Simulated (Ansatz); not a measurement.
# Nb: the cost of one run

Program: Ansatz 0.2.0. Level of theory: DFT LDA, scalar-relativistic. These are calculated values, not measurements.

### 1 Starting point

The structure is cubic, space group Fm-3m (No. 225). The conventional cell has a = 4.230 Å, b = 4.230 Å, c = 4.230 Å, α = 90.00°, β = 90.00°, γ = 90.00°. Nb (site symmetry m-3m) is surrounded by 12 Nb at 2.99 Å.

As a file:

```xyz
1
Lattice="0.0000 2.1150 2.1150 2.1150 0.0000 2.1150 2.1150 2.1150 0.0000" Properties=species:S:1:pos:R:3 pbc="T T T"
Nb    0.0000    0.0000    0.0000
```

### 2 The deformed structure

Space group Fm-3m before, I4/mmm after.

### 3 Full-potential LAPW

Contents of input.yaml:

```yaml
crystal:
  lattice:
    - [0.0, 2.0727, 2.115]
    - [2.0727, 0.0, 2.115]
    - [2.0727, 2.0727, 0.0]
  atoms:
    - { symbol: Nb, position: [0.0, 0.0, 0.0] }
kpoints:
  mp_grid: { grid: [13, 13, 13] }
  band_path:
    path:
      - [0.0, 0.0, 0.0]
      - [0.0, 0.5, 0.5]
      - [0.25, 0.75, 0.5]
      - [0.0, 0.5, 0.0]
      - [0.0, 0.0, 0.0]
      - [0.5, 0.5, 0.0]
      - [0.37005, 0.62995, 0.0]
      - [-0.37005, 0.37005, 0.0]
      - [0.0, 0.0, 0.0]
    npoints: 5
scf:
  occupations: { method: fermi_dirac, width: 0.03 }
hamiltonian:
  xc: lda
  pseudopotentials: { kind: all_electron, lapw: { basis_error: 0.0005 } }
output:
  forces: true
  stress: true
  eigenvalues: true
```

Run with:

```sh
ansatz run input.yaml --threads 1 --pin off --max-ram 3072MiB --backend cpu --events-out ev --progress --plain --runs-dir out
```

What time and memory should one allow on 1 thread of Intel Xeon Platinum 8488C (Sapphire Rapids), shared host?

About 13 s, with a peak of 0.39 GiB.
